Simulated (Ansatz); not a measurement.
**AsH₃Se+ (quartet): from Hartree-Fock to the top rungs, cc-pVDZ**

One table from this session's results is given with a row withheld; the runs are named, their logs left out.

The runs use Ansatz 0.2.0, Gaussian basis; cc-pVDZ, core rule «outside noble gas», up to 28 orbitals frozen.

The runs, in order: UHF; CCSD(T) on ROHF; CCSD(T) on UHF; BCCD(T) on ROHF; CISD; CCSDT(Q) on ROHF; CCSDT(Q) on UHF; CASSCF and MRCISD+Q, 13 electrons in 11 orbitals; CASSCF and NEVPT2, 13 electrons in 11 orbitals.

35 further runs of the same task are left out: 23 that didn't finish, 12 set aside as unsound or not needed.

### The system

The geometry is a PBE0/def2-TZVP stationary point (not a proven minimum) of the parent state, kept for this charge and spin. No spin-orbit coupling is included. The filled d shell of As, Se may be among the frozen orbitals whatever the setting's name suggests; the logs give the count.

5 atoms, charge 1, spin multiplicity 4.

Atoms are counted from 1 here; the program's logs count them from 0.

Bond lengths: As1–Se2 2.657 Å, As1–H3 1.557 Å, As1–H4 1.513 Å, Se2–H5 1.468 Å. Angles: Se2–As1–H3 169.2°, Se2–As1–H4 95.4°, H3–As1–H4 95.4°, As1–Se2–H5 89.3°.

The first run:

The input, in.yaml:

```yaml
crystal:
  periodic: [false, false, false]
  atoms:
    - {symbol: As, position_ang: [0.000000, 0.033685, 1.342836]}
    - {symbol: Se, position_ang: [0.000000, -0.036157, -1.313151]}
    - {symbol: H, position_ang: [0.000000, 0.365459, 2.863701]}
    - {symbol: H, position_ang: [0.000000, -1.468395, 1.523770]}
    - {symbol: H, position_ang: [0.000000, 1.431545, -1.332750]}
basis:
  gaussian: {orbitals: cc-pVDZ}
total_charge: 1
magnetization: {spin_polarized: true, initial_magnetization: 3}
hamiltonian: {xc: hf}
output: {orbitals: {seedname: orbitals}}
```

Launch:

```sh
ansatz run in.yaml --threads 1 --pin off --events-out ev --progress --plain --max-ram 2393MiB
```

Steps of the session up to this table: UHF; CCSD(T) on ROHF; CCSD(T) on UHF; BCCD(T) on ROHF; CISD; CCSDT(Q) on ROHF; CCSDT(Q) on UHF; CASSCF and MRCISD+Q, 13 electrons in 11 orbitals; CASSCF and NEVPT2, 13 electrons in 11 orbitals.

One table of the session follows, with a row left open; its other results are not shown here.

It belongs to the step «Misses and costs». 

| method | from UCCSDT(Q) (kcal/mol) |
| --- | --- |
| ROHF | ? |
| UHF | +146.82 |
| RMP2 | +28.99 |
| UMP2 | +29.98 |
| CISD | +17.09 |
| RCCSD | +4.73 |
| UCCSD | +4.32 |
| RCCSD(T) | +1.09 |
| UCCSD(T) | +0.86 |
| BCCD(T) | +1.09 |
| RCCSDT | +0.43 |
| UCCSDT | +0.18 |
| RCCSDT(Q) | +0.25 |
| UCCSDT(Q) | 0 |
| CASSCF valence | +114.81 |
| NEVPT2 valence | +25.40 |
| MRCISD valence | +9.54 |
| MRCISD+Q valence | +0.58 |

Estimate the missing values for ROHF.

As computed: from UCCSDT(Q) (kcal/mol): +154.49. In the column «from UCCSDT(Q) (kcal/mol)» it is the highest.

Limits of these values: Restricted and unrestricted rows rest on different reference determinants; where their highest levels disagree by more than a few hundredths of an eV, they describe different states and don't form one ladder.
